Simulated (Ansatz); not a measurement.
**CH₅GeN (SMILES N=[CH][GeH3]): one structure at several levels**

Aim: energy, forces and dipole at a structure displaced at random from a GFN2-xTB minimum, from CCSD(T) and from density functionals.

Method: single points in def2-TZVPP; program: Ansatz 0.2.0, Gaussian basis.

Correlated methods freeze the cores. Filled d shells of the heavier atoms are correlated.

## Step 1: The starting structure

8 atoms, charge 0, spin multiplicity 1.

Atoms are counted from 1 here; the program's logs count them from 0.

Bond lengths: N1–C2 1.190 Å, N1–H4 0.988 Å, C2–Ge3 2.018 Å, C2–H5 1.076 Å, Ge3–H6 1.479 Å, Ge3–H7 1.533 Å, Ge3–H8 1.509 Å. Angles: C2–N1–H4 119.0°, N1–C2–Ge3 128.9°, N1–C2–H5 117.8°, Ge3–C2–H5 112.8°, C2–Ge3–H6 108.6°, C2–Ge3–H7 109.6°, C2–Ge3–H8 112.8°, H6–Ge3–H7 106.9°, H6–Ge3–H8 107.5°, H7–Ge3–H8 111.1°.

As a file:

```csv
atom,x (Å),y (Å),z (Å)
N1,-1.4465,0.4939,-1.1150
C2,-0.3101,0.6131,-0.7817
Ge3,0.6984,-0.3746,0.6603
H4,-2.0358,-0.1104,-0.6009
H5,0.3278,1.2344,-1.3852
H6,0.0577,-0.0912,1.9633
H7,0.5849,-1.8857,0.4261
H8,2.1420,0.0524,0.7610
```

## Step 2: CCSD(T)/def2-TZVPP

Input file run/in.yaml:

```yaml
crystal:
  periodic: [false, false, false]
  atoms:
    - {symbol: N, position_ang: [-1.446500, 0.493900, -1.115000]}
    - {symbol: C, position_ang: [-0.310100, 0.613100, -0.781700]}
    - {symbol: Ge, position_ang: [0.698400, -0.374600, 0.660300]}
    - {symbol: H, position_ang: [-2.035800, -0.110400, -0.600900]}
    - {symbol: H, position_ang: [0.327800, 1.234400, -1.385200]}
    - {symbol: H, position_ang: [0.057700, -0.091200, 1.963300]}
    - {symbol: H, position_ang: [0.584900, -1.885700, 0.426100]}
    - {symbol: H, position_ang: [2.142000, 0.052400, 0.761000]}
basis:
  gaussian: {orbitals: def2-TZVPP}
correlation: {method: ccsd_t}
output: {forces: true}
```

The command line of these runs was not kept.

## Step 3: PBE0-D4/def2-TZVPP

run/in.yaml: that of step 2 with these lines changed.

```diff
@@ -13,3 +13,3 @@
   gaussian: {orbitals: def2-TZVPP}
-correlation: {method: ccsd_t}
-output: {forces: true}
+hamiltonian: {xc: pbe0, dispersion: d4}
+output: {forces: true, orbitals: {seedname: orbitals}}
```

## Step 4: wB97M-V/def2-TZVPP

run/in.yaml: that of step 3 with these lines changed.

```diff
@@ -13,3 +13,3 @@
   gaussian: {orbitals: def2-TZVPP}
-hamiltonian: {xc: pbe0, dispersion: d4}
-output: {forces: true, orbitals: {seedname: orbitals}}
+hamiltonian: {xc: {name: wB97M-V}}
+output: {forces: true}
```

## Step 5: r2SCAN-D4/def2-TZVPP

run/in.yaml: that of step 4 with these lines changed.

```diff
@@ -13,3 +13,3 @@
   gaussian: {orbitals: def2-TZVPP}
-hamiltonian: {xc: {name: wB97M-V}}
+hamiltonian: {xc: r2scan, dispersion: d4}
 output: {forces: true}
```

## Step 6: PBE-D4/def2-TZVPP

run/in.yaml: that of step 5 with these lines changed.

```diff
@@ -13,3 +13,3 @@
   gaussian: {orbitals: def2-TZVPP}
-hamiltonian: {xc: r2scan, dispersion: d4}
+hamiltonian: {xc: pbe, dispersion: d4}
 output: {forces: true}
```

## Step 7: wB97X-V/def2-TZVPP

run/in.yaml: that of step 6 with these lines changed.

```diff
@@ -13,3 +13,3 @@
   gaussian: {orbitals: def2-TZVPP}
-hamiltonian: {xc: pbe, dispersion: d4}
+hamiltonian: {xc: {name: wB97X-V}}
 output: {forces: true}
```

## Step 8: r2SCANh-D4/def2-TZVPP

run/in.yaml: that of step 7 with these lines changed.

```diff
@@ -13,3 +13,3 @@
   gaussian: {orbitals: def2-TZVPP}
-hamiltonian: {xc: {name: wB97X-V}}
+hamiltonian: {xc: {name: r2SCANh}, dispersion: d4}
 output: {forces: true}
```

(Steps that only read results are left out.)

**Question.** What will these runs give? Wanted: energy less free atoms, CCSD(T)/def2-TZVPP; RMS force component; RMS force error; HOMO and LUMO, PBE0-D4; T1 diagnostic.

**Answer**, as computed:

| quantity | value |
| --- | --- |
| energy less free atoms, CCSD(T)/def2-TZVPP | -2479.9 kJ/mol |
| RMS force component | 1.750 to 2.106 eV/Å over the methods |
| RMS force error | PBE0-D4 0.365, wB97M-V 0.293, r2SCAN-D4 0.331, PBE-D4 0.288, wB97X-V 0.231, r2SCANh-D4 0.367 eV/Å |
| HOMO and LUMO, PBE0-D4 | -6.81 and -0.59 eV |
| T1 diagnostic | 0.012 |

**Reading.** Against CCSD(T) the functionals' energies less atoms differ by -105.9 to -40.8 kJ/mol, PBE-D4 by -105.9 kJ/mol. CCSD(T) in triple zeta still lacks some correlation energy of the bonds, so part of these gaps is its own basis error and they don't rank the functionals. For forces wB97X-V does best and r2SCANh-D4 worst.
